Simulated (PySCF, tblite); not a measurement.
# CH7NPSi4 radical: geometry, infrared bands and EPR parameters

What infrared bands and EPR parameters should CH7NPSi4 radical (`N#C[Si@H]1[SiH2][Si@@H]([PH])[SiH2]1`) show?

Computed with tblite 0.8.0 and PySCF 2.14.0, with density-fitted response routines of our own, on a single molecule in the gas phase. Atoms count from 0, in the outputs and in this text.

### Step 1. The molecule as given

14 atoms, charge 0, multiplicity 2; geometry from: force field or distance geometry start.

Bonds of the start (Å): N0–C1 1.16, C1–Si2 1.83, Si2–Si3 2.20, Si3–Si4 2.23, Si4–P5 2.14, Si4–Si6 2.24, Si6–Si2 2.22, Si2–H7 1.46, Si3–H8 1.50, Si3–H9 1.44, Si4–H10 1.47, P5–H11 1.39, Si6–H12 1.49, Si6–H13 1.46.

### Step 2. Optimising the geometry with GFN2-xTB

Job settings and geometry (Å):

```
{"job": {"kind": "relax", "xc": "GFN2-xTB", "basis": "xTB"}, "charge": 0, "multiplicity": 2}
N     -1.962000     1.163700    -3.078500
C     -1.816300     0.769700    -1.997800
Si    -1.560800     0.163700    -0.289500
Si    -0.183000    -1.546400    -0.282000
Si     1.194100    -0.484200     1.119200
P      3.213400    -0.249600     0.451200
Si    -0.070300     1.340500     0.856300
H     -2.787200    -0.039900     0.477600
H     -0.761800    -2.724200     0.434700
H      0.378600    -1.919700    -1.553100
H      1.083600    -0.963400     2.504700
H      3.344600     0.311000    -0.815400
H     -0.638100     1.835900     2.138800
H      0.564500     2.342400     0.011700
```

Run with:

```bash
OMP_NUM_THREADS=1 python probes_run.py task.json out
```

One launch serves the whole session: the jobs run in the order shown.

**Question.** This job is followed by: GFN2-xTB harmonic vibrations, gas phase; UKS B3LYP, pcH-1 on C H N P Si, non-relativistic, mean-field spin-orbit, GIAO. Predict these results of the whole session: strongest single infrared mode (GFN2-xTB); zero-point energy (GFN2-xTB); g(iso) (B3LYP); ⟨S²⟩; largest a(iso) (averaged by class); potential on the surface of density 0.002 e/bohr³, 1st and 99th percentile.

The runs gave:

| quantity | value |
| --- | --- |
| strongest single infrared mode (GFN2-xTB) | 2191 cm⁻¹, 612 km/mol |
| zero-point energy (GFN2-xTB) | 41.0 kcal/mol |
| g(iso) (B3LYP) | 2.01062 |
| ⟨S²⟩ | 0.754 (exact 0.75) |
| largest a(iso) (averaged by class) | 31P on P5, 104.2 MHz |
| potential on the surface of density 0.002 e/bohr³, 1st and 99th percentile | -1.67 V and 1.93 V |

In words: Relaxing lowered the energy by 1.214 eV in 96 steps; the close pair that moved most is Si2–Si3, from 2.196 to 2.372 Å. No mode is imaginary among the 36: a minimum at this level. The strongest single mode, at 2191 cm⁻¹, moves mainly H8 and H12. Unscaled tight-binding wavenumbers are off by several per cent, some by more. Its intensities can rank the bands wrongly. P5 carries the largest spin population, 0.94 e. The isotropic g lies 8.3 ppt above the free-electron value.
